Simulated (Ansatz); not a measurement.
# BFH₄OSi: one species, many methods

The task here is to estimate one member of a computed series from the others.

Program: Ansatz 0.2.0, Gaussian basis. Level of theory: functionals in def2-TZVPP, the program's frozen cores in correlated methods. These are calculated values, not measurements.

Plan: LDA (SPW92), PBE-D4, revPBE-D4, BLYP-D4, r2SCAN-D4, B97M-V, PBE0-D4, B3LYP-D4, r2SCANh-D4, r2SCAN0-D4, HSE06-D4, BHLYP-D4, CAM-B3LYP-D4, LC-ωPBE, ωB97X-V, ωB97M-V, B2PLYP, PBE-QIDH; CCSD(T)/def2-SVP; CCSD(T)/def2-TZVPP; MP2/def2-QZVPP; extrapolation to the limit; RPA on PBE.

## The relaxed structure

The geometry comes from an earlier relaxation with PBE0-D4 in a triple-zeta def2 set; it is a stationary point, not always the lowest conformer.

8 atoms, charge 0, spin multiplicity 1.

Atoms are counted from 1 here; the program's logs count them from 0.

Bond lengths: B1–Si2 2.016 Å, B1–H5 1.195 Å, B1–H6 1.198 Å, Si2–O3 1.640 Å, Si2–F4 1.606 Å, Si2–H7 1.479 Å, O3–H8 0.959 Å. Angles: Si2–B1–H5 123.6°, Si2–B1–H6 119.4°, H5–B1–H6 117.0°, B1–Si2–O3 111.2°, B1–Si2–F4 105.4°, B1–Si2–H7 118.0°, O3–Si2–F4 110.8°, O3–Si2–H7 104.5°, F4–Si2–H7 106.9°, Si2–O3–H8 117.9°.

Set-up of the first run:

The input, in.yaml:

```yaml
crystal:
  periodic: [false, false, false]
  atoms:
    - {symbol: B, position_ang: [-1.305102, 0.293313, 0.268484]}
    - {symbol: Si, position_ang: [0.577899, -0.423890, 0.214759]}
    - {symbol: O, position_ang: [1.578207, 0.593831, -0.592736]}
    - {symbol: F, position_ang: [0.472964, -1.838452, -0.539240]}
    - {symbol: H, position_ang: [-1.952194, 0.377831, 1.269372]}
    - {symbol: H, position_ang: [-1.820907, 0.667160, -0.745961]}
    - {symbol: H, position_ang: [1.263040, -0.672120, 1.502121]}
    - {symbol: H, position_ang: [1.278092, 0.945327, -1.432698]}
basis:
  gaussian: {orbitals: def2-TZVPP}
hamiltonian: {xc: lda}
output: {orbitals: {seedname: orbitals}}
```

Run with:

```console
> ansatz run in.yaml --threads 2 --pin off --events-out ev --progress --plain --max-ram 4352MiB
```

Among the steps run: LDA; PBE-D4 (GGA); revPBE-D4 (GGA); BLYP-D4 (GGA); r2SCAN-D4 (meta-GGA); B97M-V (meta-GGA); PBE0-D4 (hybrid); B3LYP-D4 (hybrid); r2SCANh-D4 (hybrid); r2SCAN0-D4 (hybrid); HSE06-D4 (hybrid); BHLYP-D4 (hybrid); CAM-B3LYP-D4 (range-separated); LC-ωPBE (range-separated); ωB97X-V (range-separated); ωB97M-V (range-separated); B2PLYP (double hybrid); PBE-QIDH (double hybrid).

One table of the session follows, with a row left open; its other results are not shown here.

It belongs to the step «Frontier levels by functional». 

```
  functional  HOMO (eV)  LUMO (eV)  gap (eV)
 LDA (SPW92)      -7.02      -4.07      2.95
      PBE-D4      -6.93      -3.75      3.17
   revPBE-D4      -6.88      -3.62      3.26
     BLYP-D4      -6.85      -3.58      3.27
   r2SCAN-D4      -7.22      -3.40      3.82
      B97M-V      -7.31      -3.55      3.76
     PBE0-D4      -8.28      -2.74      5.54
    B3LYP-D4      -8.09      -2.95      5.14
  r2SCANh-D4      -7.72      -3.06      4.67
  r2SCAN0-D4          ?          ?         ?
    HSE06-D4      -7.88      -3.12      4.75
    BHLYP-D4      -9.58      -1.67      7.91
CAM-B3LYP-D4      -9.70      -1.61      8.09
     LC-ωPBE     -11.02      -0.36     10.66
     ωB97X-V     -10.67      -0.47     10.20
     ωB97M-V     -10.48      -0.75      9.73
```

Q: Estimate the row for r2SCAN0-D4 from the others.

Worked estimate for «HOMO (eV)». Against the share of exact exchange, r2SCAN-D4 (0, -7.22), r2SCANh-D4 (0.1, -7.72) give a slope of -5.00 per unit share; at 0.25 the line stands at -8.47.

As computed: HOMO (eV): -8.47; LUMO (eV): -2.54; gap (eV): 5.93. In «HOMO (eV)» the line misses by 0.00.
